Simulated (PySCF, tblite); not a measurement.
# C₄H₈FO₂Si radical: geometry, infrared bands and EPR parameters

Wanted: the infrared bands and EPR parameters of C₄H₈FO₂Si radical (`O=CC[C@@H](F)[CH]O[SiH3]`), by calculation.

Computed with tblite 0.8.0 and PySCF 2.14.0, with density-fitted response routines of our own, on a single molecule in the gas phase. Atoms are numbered from 0 throughout.

### 1 The molecule as given

16 atoms, charge 0, multiplicity 2; geometry from: force field or distance geometry start.

Bonds of the start (Å): O0–C1 1.22, C1–C2 1.47, C2–C3 1.47, C3–F4 1.44, C3–C5 1.52, C5–O6 1.39, O6–Si7 1.69, C1–H8 1.08, C2–H9 1.15, C2–H10 1.12, C3–H11 1.07, C5–H12 1.09, Si7–H13 1.48, Si7–H14 1.47, Si7–H15 1.48.

### 2 Relaxing the molecule with GFN2-xTB

What the job is given:

```
{"job": {"kind": "relax", "xc": "GFN2-xTB", "basis": "xTB"}, "charge": 0, "multiplicity": 2}
O     -1.066000     0.856400    -1.554400
C     -1.634500     0.051400    -0.831300
C     -1.646500     0.137500     0.633600
C     -0.363600     0.230900     1.344300
F     -0.727300     0.309100     2.733300
C      0.483300    -1.025800     1.290700
O      1.810700    -0.633700     1.169100
Si     2.209500     0.103700    -0.302400
H     -2.116400    -0.782700    -1.323900
H     -2.228800     1.094100     0.883000
H     -2.252200    -0.670200     1.125800
H      0.208600     1.118500     1.143600
H      0.215600    -1.690400     0.472300
H      2.156000     1.576600    -0.222900
H      1.346600    -0.401600    -1.382800
H      3.597300    -0.264900    -0.654600
```

On the command line:

```console
> OMP_NUM_THREADS=1 python probes_run.py task.json out
```

One launch serves the whole session: the jobs run in the order shown.

**Question.** This job is followed by: GFN2-xTB harmonic vibrations, gas phase; UKS B3LYP, pcH-1 on C F H O Si, non-relativistic, mean-field spin-orbit, GIAO. What will the session give for the following? strongest single infrared mode (GFN2-xTB); zero-point energy (GFN2-xTB); g(iso) (B3LYP); ⟨S²⟩; largest a(iso) (averaged by class); potential on the surface of density 0.002 e/bohr³, 1st and 99th percentile.

As calculated:

| quantity | value |
| --- | --- |
| strongest single infrared mode (GFN2-xTB) | 820 cm⁻¹, 330 km/mol |
| zero-point energy (GFN2-xTB) | 67.2 kcal/mol |
| g(iso) (B3LYP) | 2.00279 |
| ⟨S²⟩ | 0.753 (exact 0.75) |
| largest a(iso) (averaged by class) | 19F on F4, 353.0 MHz |
| potential on the surface of density 0.002 e/bohr³, 1st and 99th percentile | -1.30 V and 1.36 V |

**Reading.** Relaxing lowered the energy by 1.285 eV in 181 steps; the close pair that moved most is C5–O6, from 1.389 to 1.324 Å. No mode is imaginary among the 42: a minimum at this level. The strongest single mode, at 820 cm⁻¹, is carried by H13, H14, H15. Unscaled tight-binding wavenumbers are off by several per cent, some by more. Its intensities can rank the bands wrongly. C5 carries the largest spin population, 0.87 e. The isotropic g lies 0.5 ppt above the free-electron value.
